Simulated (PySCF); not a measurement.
# CuNF: relaxation and vibrations of the doublet

Where does doublet CuNF go from a bent start, is the end point a minimum, and what are its modes, charges and moments?

Computed with PySCF 2.14.0. Level: PBE0, basis Cu def2-TZVP, N def2-TZVP, F def2-TZVP, no relativity, density fitting.

### 1 Starting geometry

3 atoms, charge 0, spin multiplicity 2.

Bond lengths: Cu1–N2 1.750 Å, Cu1–F3 1.760 Å. Angles: N2–Cu1–F3 110.0°.

```xyz
3
charge 0 multiplicity 2
Cu    0.0000    0.0000    0.0000
N    -1.4335    0.0000    1.0038
F     1.4417    0.0000    1.0095
```

### 2 The SCF at the typed geometry

One driver script runs all steps and calls PySCF; scf.py shows how it sets up the SCF of each step. The optimiser is the driver's own. After this first run the driver tries any further starts and a stability analysis.

Input file scf.py:

```python
from pyscf import gto, scf, dft
mol = gto.M(atom='''
Cu     0.000000     0.000000     0.000000
N     -1.433500     0.000000     1.003800
F      1.441700     0.000000     1.009500''',
    basis={'Cu': 'def2-TZVP', 'N': 'def2-TZVP', 'F': 'def2-TZVP'},
    charge=0, spin=1)
mf = dft.UKS(mol, xc='PBE0')
mf.grids.atom_grid = (50, 194)
aux = {'Cu': 'def2-universal-JKFIT', 'N': 'def2-universal-JKFIT', 'F': 'def2-universal-JKFIT'}
mf = mf.density_fit(auxbasis=aux)
mf.conv_tol = 1e-08
mf.diis_space = 10
mf.max_cycle = 60
mf.init_guess = 'minao'
mf.verbose = 4
mf.kernel()
```

Started as:

```
OMP_NUM_THREADS=4 python axn.py task.json out
```

Output, cut to the lines that bear on the results:

```text
[... the frontier levels of the middle cycles are left out ...]
init E= -1794.14509010319
[... the frontier-level lines of each cycle are left out ...]
cycle= 1 E= -1789.82182475152  delta_E= 4.32  |g|= 4.52  |ddm|= 1.58
cycle= 2 E= -1774.38005743104  delta_E= 15.4  |g|= 8.74  |ddm|= 5.61
cycle= 3 E= -1793.17626990268  delta_E= -18.8  |g|= 2.71  |ddm|= 4.69
cycle= 4 E= -1790.2977506041  delta_E= 2.88  |g|=  3.1  |ddm|= 1.88
cycle= 5 E= -1793.69666983661  delta_E= -3.4  |g|= 1.33  |ddm|= 1.61
cycle= 6 E= -1793.97759482296  delta_E= -0.281  |g|= 1.31  |ddm|= 1.73
cycle= 7 E= -1794.58933765796  delta_E= -0.612  |g|= 0.187  |ddm|= 0.534
cycle= 8 E= -1794.6033281459  delta_E= -0.014  |g|= 0.0626  |ddm|= 0.121
cycle= 9 E= -1794.60726136847  delta_E= -0.00393  |g|= 0.0236  |ddm|= 0.0738
cycle= 10 E= -1794.61009443697  delta_E= -0.00283  |g|= 0.0276  |ddm|= 0.0651
cycle= 11 E= -1794.60341521224  delta_E= 0.00668  |g|= 0.0152  |ddm|= 0.201
cycle= 12 E= -1794.60293042485  delta_E= 0.000485  |g|= 0.00939  |ddm|= 0.101
cycle= 13 E= -1794.60324416805  delta_E= -0.000314  |g|= 0.00695  |ddm|= 0.0347
cycle= 14 E= -1794.60341322945  delta_E= -0.000169  |g|= 0.00662  |ddm|= 0.0157
[... 46 cycles left out ...]
SCF not converged.
init E= -1794.14509010319
[... 20 cycles left out ...]
SCF not converged.
init E= -1794.62768062718
[... 4 cycles left out ...]
cycle= 5 E= -1794.62857578104  delta_E= -8.72e-05  |g|= 0.00459  |ddm|= 0.0153
cycle= 6 E= -1794.62863357537  delta_E= -5.78e-05  |g|= 0.00225  |ddm|= 0.0141
cycle= 7 E= -1794.62865491995  delta_E= -2.13e-05  |g|= 0.00139  |ddm|= 0.00767
cycle= 8 E= -1794.62867277011  delta_E= -1.79e-05  |g|= 0.000951  |ddm|= 0.0093
cycle= 9 E= -1794.62868031401  delta_E= -7.54e-06  |g|= 0.000697  |ddm|= 0.00578
cycle= 10 E= -1794.62868477572  delta_E= -4.46e-06  |g|= 0.000496  |ddm|= 0.00508
cycle= 11 E= -1794.62868691585  delta_E= -2.14e-06  |g|= 0.000327  |ddm|= 0.00344
cycle= 12 E= -1794.62868805781  delta_E= -1.14e-06  |g|= 0.000253  |ddm|= 0.00264
cycle= 13 E= -1794.62868849446  delta_E= -4.37e-07  |g|= 0.000168  |ddm|= 0.00145
cycle= 14 E= -1794.62868877436  delta_E= -2.8e-07  |g|= 0.000156  |ddm|= 0.00152
cycle= 15 E= -1794.6286888512  delta_E= -7.68e-08  |g|= 8.1e-05  |ddm|= 0.000668
cycle= 16 E= -1794.62868888106  delta_E= -2.99e-08  |g|= 4.63e-05  |ddm|= 0.000429
cycle= 17 E= -1794.6286888921  delta_E= -1.1e-08  |g|= 2.8e-05  |ddm|= 0.000269
cycle= 18 E= -1794.62868889634  delta_E= -4.24e-09  |g|= 1.63e-05  |ddm|= 0.000187
Extra cycle  E= -1794.628688897  delta_E= -6.55e-10  |g|= 1.02e-05  |ddm|= 4.26e-05
converged SCF energy = -1794.628688897  <S^2> = 1.6292167  2S+1 = 2.7416905
```

This step, with its further starts and checks, ran for 19 s (4 threads of AMD EPYC 7R43 (Zen 3), shared host).

Energies from each starting density:

| start | energy (Eh) |
| --- | --- |
| the minimal-basis guess | -1794.628689 |
| a thermally smeared density | -1794.628689 |
| a smeared PBE density | -1794.628689 |

Where DIIS stalls, the driver goes on with a level shift of 0.3 Eh and then with a second-order solver.

The test of internal stability and the other starts found no lower solution of this spin.

### 3 Relaxing the doublet from the bent start

The program finds Cs symmetry in the start, which this walk keeps.

Changes to scf.py since step 2:

```diff
@@ -3,3 +3,3 @@
-Cu     0.000000     0.000000     0.000000
-N     -1.433500     0.000000     1.003800
-F      1.441700     0.000000     1.009500''',
+Cu    -0.076269     0.000000    -0.346448
+N     -1.509769     0.000000     0.657352
+F      1.365431     0.000000     0.663052''',
@@ -15 +14,0 @@
-mf.init_guess = 'minao'
```

Steps of the walk:

| step | energy (Eh) | change (kJ/mol) | largest symmetric gradient (Eh/bohr) |
| --- | --- | --- | --- |
| 0 | -1794.628689 | 0.00 | 0.01765 |
| 1 | -1794.631871 | -8.35 | 0.00972 |
| 2 | -1794.635812 | -18.70 | 0.01411 |
| 3 | -1794.636626 | -20.84 | 0.01238 |
| 4 | -1794.638664 | -26.19 | 0.00257 |
| 5 | -1794.639164 | -27.50 | 0.00654 |
| 6 | -1794.639731 | -28.99 | 0.00786 |
| 7 | -1794.640378 | -30.69 | 0.01332 |
| 8 | -1794.640887 | -32.03 | 0.01341 |
| 9 | -1794.641113 | -32.62 | 0.00656 |
| 10 | -1794.641202 | -32.85 | 0.00427 |
| 11 | -1794.641236 | -32.94 | 0.00120 |
| 12 | -1794.641239 | -32.95 | 0.00004 |

The walk took 36 s.

Geometry (Å) and forces (eV/Å) at some steps:

```
step 0
Cu  -0.076   0.000  -0.346   0.788   0.000   0.293
N   -1.510   0.000   0.657  -0.910   0.000   0.117
F    1.365   0.000   0.663   0.122   0.000  -0.410
step 1
Cu  -0.064   0.000  -0.298   0.319   0.000   0.500
N   -1.576   0.000   0.637  -0.405   0.000  -0.143
F    1.420   0.000   0.635   0.087   0.000  -0.356
step 6
Cu  -0.075   0.000   0.149   0.371   0.000   0.220
N   -1.820   0.000   0.418   0.034   0.000  -0.083
F    1.674   0.000   0.408  -0.404   0.000  -0.137
step 12
Cu  -0.061   0.000   0.325   0.000   0.000  -0.001
N   -1.849   0.000   0.329   0.002   0.000   0.001
F    1.689   0.000   0.320  -0.002   0.000   0.001
```

After 12 steps and 32.9 kJ/mol it ends at C∞v: Cu–F 1.750 Å, Cu–N 1.788 Å; F–Cu–N 179.9°.

### 4 Frequencies

The point is checked on the finer grid, and tightened if its gradient asks for it. The Hessian and the dipole derivatives come from central differences of analytic gradients, with steps of 0.02 bohr.

Changes to scf.py since step 3:

```diff
@@ -3,3 +3,3 @@
-Cu    -0.076269     0.000000    -0.346448
-N     -1.509769     0.000000     0.657352
-F      1.365431     0.000000     0.663052''',
+Cu    -0.085797     0.000000     0.000233
+N     -1.873009     0.000000     0.005087
+F      1.664249    -0.000000    -0.004520''',
@@ -9 +9 @@
-mf.grids.atom_grid = (50, 194)
+mf.grids.atom_grid = (75, 302)
@@ -12 +12 @@
-mf.conv_tol = 1e-08
+mf.conv_tol = 1e-10
```

This SCF starts from the last density.

SCF at the final geometry:

```text
init E= -1794.64115805845
[... the frontier-level lines of each cycle are left out ...]
cycle= 1 E= -1794.64115805842  delta_E= 2.93e-11  |g|= 1.18e-05  |ddm|= 5.18e-06
cycle= 2 E= -1794.64115805808  delta_E= 3.42e-10  |g|= 4.37e-05  |ddm|= 1.92e-05
cycle= 3 E= -1794.64115805846  delta_E= -3.85e-10  |g|= 1.5e-07  |ddm|= 1.5e-05
cycle= 4 E= -1794.64115805844  delta_E= 1.91e-11  |g|= 2.6e-08  |ddm|= 7.63e-08
Extra cycle  E= -1794.64115805845  delta_E= -1.14e-11  |g|= 3.44e-08  |ddm|= 7.82e-08
converged SCF energy = -1794.64115805845  <S^2> = 1.7610877  2S+1 = 2.8362565
```

The whole step took 35 s.

Geometry: C∞v; Cu–F 1.750 Å, Cu–N 1.787 Å; F–Cu–N 180.0°.

Harmonic modes (main isotopes):

```
symmetry  ω (cm⁻¹)  IR (km/mol)  μ (u)     type
       π       153         65.8  21.20     bend
      σ+       547          1.9  15.21  stretch
      σ+       673          209  23.30  stretch
```

All wavenumbers are real: a minimum.

Properties at this point:

```yaml
Dipole_moment: 1.72 D
Highest_occupied_level: -8.76 eV
Lowest_empty_level: -5.79 eV
Rotational_constants: 0.1649 cm⁻¹
Zero-point_energy: 9.1 kJ/mol
Principal_polarisabilities: 18.1, 18.1, 58.4 bohr³
Atomisation_energy_without_zero-point_energy: 465 kJ/mol
Principal_traceless_quadrupole_moments_about_the_centre_of_mass: -13.17, 6.59, 6.59 D Å
Entropy_at_298.15_K_and_1_bar_electronic_part_spin_only: 264.9 J/(mol K)
Heat_capacity_Cp_at_298.15_K: 53.5 J/(mol K)
Enthalpy_at_298.15_K_above_0_K: 12.85 kJ/mol
Rotational_symmetry_number: 1
Spin_squared_⟨S²⟩: 1.761
```

Populations by atom (charges in e):

```
atom  Mulliken  Löwdin  polar tensor  spin (Mulliken)  Mayer order to Cu1
 Cu1      0.71    0.48          1.29            -0.73                   –
  N2     -0.20   -0.11         -0.47             1.73                1.15
  F3     -0.51   -0.37         -0.83             0.00                0.77
```

Outer orbital energies (eV). α occupied: -12.27, -11.62, -11.62, -10.27, -10.27, -9.38, -9.19, -9.19; empty: -5.79, -0.32, 2.54, 2.54. β occupied: -12.75, -12.75, -12.03, -12.03, -10.47, -9.76, -9.76, -8.76; empty: -3.33, -3.33, -0.65, 2.51.

Mulliken populations on Cu1: s 6.49, p 12.33, d 9.46, f 0.00.

### 5 Summary of results

```
                                          quantity                                      value
                                           minimum            broken-symmetry (Ms = 1/2), C∞v
                                          geometry  Cu–F 1.750 Å, Cu–N 1.787 Å; F–Cu–N 180.0°
                                wavenumbers (cm⁻¹)                153 (π), 547 (σ+), 673 (σ+)
                                     dipole moment                                     1.72 D
highest occupied, lowest empty level (either spin)                            -8.76, -5.79 eV
                        polar-tensor charge of Cu1                                    +1.29 e
                                 zero-point energy                                 9.1 kJ/mol
                               entropy at 298.15 K                            264.9 J/(mol K)
         atomisation energy (no zero-point energy)                                 465 kJ/mol
                                              ⟨S²⟩                                      1.761
```

The bent start (Cs) ends in a minimum of C∞v symmetry. The determinant is spin-contaminated (⟨S²⟩ = 1.76 against 0.75), so it is no pure spin state. In the infrared the band at 673 cm⁻¹ (σ+, stretch) leads. Only this shape and spin were tried, so other structures or states may lie lower. One determinant may miss the lowest occupation of an open d or f shell.

The search up to here took 91 s.
